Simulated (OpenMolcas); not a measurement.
# Cu³⁺ among point charges: CASSCF and CASPT2 levels and susceptibility

How does a field of 4 point charges split the states of Cu³⁺, and what χT follows?

The numbers are computed with OpenMolcas 26.06 (state-averaged CASSCF and CASPT2, spin-orbit coupling by RASSI with atomic mean-field integrals), except any that are marked as measured or tabulated.

## Step 1: Starting point

| Property | Result |
| --- | --- |
| Species | Cu³⁺ (copper, Z = 29, 26 electrons) |
| Basis | ANO-RCC-VDZP [5s4p2d1f], 34 functions |
| Scalar Hamiltonian | DKH2, point nucleus |
| Inactive shells | 1s 2s 2p 3s 3p |
| Active space | 8 electrons in 5 orbitals (3d) |
| Some configurations of this space | 3d⁸ |
| Orbitals | optimised for each spin and parity, averaged over all roots |

Outer shells as boxes (Hund's rule):

3d8
```
3d [↑↓][↑↓][↑↓][↑ ][↑ ]
```

The ion sits among 4 point charges of -1 e arranged as a tetrahedron (Td), 2.13 Å from the ion.

The work runs as a chain of OpenMolcas steps in one folder; each step below is one input file. Labels, J, g values, rates, χT and fits are worked out afterwards by a script from the matrices that RASSI stores.

## Step 2: GATEWAY and SEWARD: basis and integrals

The input, a.inp:

```
&GATEWAY
Coord
1

Cu 0.0 0.0 0.0
Basis=ANO-RCC-VDZP
Group=NoSym
NoMove
AngMom=0.0 0.0 0.0
AMFI
XField
4 Angstrom 0
1.229756 1.229756 1.229756 -1.000000
1.229756 -1.229756 -1.229756 -1.000000
-1.229756 1.229756 -1.229756 -1.000000
-1.229756 -1.229756 1.229756 -1.000000
&SEWARD
```

Started as:

```
> OMP_NUM_THREADS=1 MOLCAS_MEM=1689 MOLCAS_PROJECT=a pymolcas a.inp > a.log
```

## Step 3: Reference wave functions, triplets, 10 roots

The input, a.inp:

```
&RASSCF
FileOrb=start.orb
Symmetry=1
Spin=3
nActEl=8 0 0
Inactive=9
Ras2=5
CIRoot=10 10 1
SDav=10
CIMx=300
Iter=120 100
PrWF=0.3
OrbListing=Nothing
MaxOrb=0
>>> COPY $Project.JobIph JOB001
```

start.orb holds the contracted functions of the basis, ordered by shell, or the orbitals of the step before.

## Step 4: Reference wave functions, singlets, 15 roots

The input, a.inp:

```
&RASSCF
FileOrb=start.orb
Symmetry=1
Spin=1
nActEl=8 0 0
Inactive=9
Ras2=5
CIRoot=15 15 1
SDav=15
CIMx=300
Iter=120 100
PrWF=0.3
OrbListing=Nothing
MaxOrb=0
>>> COPY $Project.JobIph JOB002
```

## Step 5: State interaction with spin-orbit coupling

The input, a.inp:

```
&RASSI
NrOfJobIphs=2 10 15
1 2 3 4 5 6 7 8 9 10
1 2 3 4 5 6 7 8 9 10 11 12 13 14 15
IphNames
JOB001
JOB002
EJob
SpinOrbit
DIPRint=1.0
SOCoupling=1000.0
Subsets=2
Property=9
'ANGMOM' 1 'ANGMOM' 2 'ANGMOM' 3 'MLTPL  1' 1 'MLTPL  1' 2 'MLTPL  1' 3
'AMFI' 1 'AMFI' 2 'AMFI' 3
SOProperty=3
'ANGMOM' 1 'ANGMOM' 2 'ANGMOM' 3
```

## Step 6: CASPT2: IPEA 0.25, imaginary shift 0.1 (closed shells correlated: 3s 3p)

The input, a.inp:

```
>>> COPY JOB001 $Project.JobIph
&CASPT2
Multistate=10 1 2 3 4 5 6 7 8 9 10
NoMult
Frozen=5
IPEA=0.25
Imaginary=0.1
MaxIter=60
WThr=0.0 0.3 0.05
PrWF=0.5
NoMix
>>> COPY JOB002 $Project.JobIph
&CASPT2
Multistate=15 1 2 3 4 5 6 7 8 9 10 11 12 13 14 15
NoMult
Frozen=5
IPEA=0.25
Imaginary=0.1
MaxIter=60
WThr=0.0 0.3 0.05
PrWF=0.5
NoMix
```

(Steps that only read results are left out.)

What does the calculation give? Wanted: spin-free ground state; first state of the same spin within the active space; lowest level; next level.

**Answer**, as computed:

| quantity | value |
| --- | --- |
| method | SS-CASPT2, IPEA 0.25, imaginary shift 0.1 (closed shells correlated: 3s 3p) |
| spin-free ground state | 3T1, 3-fold in its orbital part |
| first state of the same spin within the active space | 3T2 at 304 cm⁻¹ |
| lowest level | 1-fold A1 |
| next level | 104.1 cm⁻¹ |
| χT at 300 K | 3.73 cm³ K/mol |
| effective moment at 300 K | 5.46 μB |

Cost by method:

```tsv
method	time of its own steps	time with the reference
A. CASSCF	4.9 s	4.9 s
B. SS-CASPT2, IPEA 0.25, imaginary shift 0.1, +3s 3p	2 s	6.9 s
```

Times are of one thread on a shared host.

**Reading.** The spin-free ground state (3T1) comes to 100 % from free-ion F terms and keeps the highest spin of the shell. χT at 300 K is 3.73, against 1.00 cm³ K/mol for the spin alone, so orbital moment adds to it. A ligand-field fit to the states below 45000 cm-1 gives 10Dq = -894 cm-1, B = 1358 cm-1 and C = 4706 cm-1 (C/B = 3.46), with a deviation of 845 cm-1. CASPT2 does not keep the components of a term degenerate, and the means are used. The field of point charges can differ much from that of real complexes. This is an electrostatic model: the charges have no orbitals.
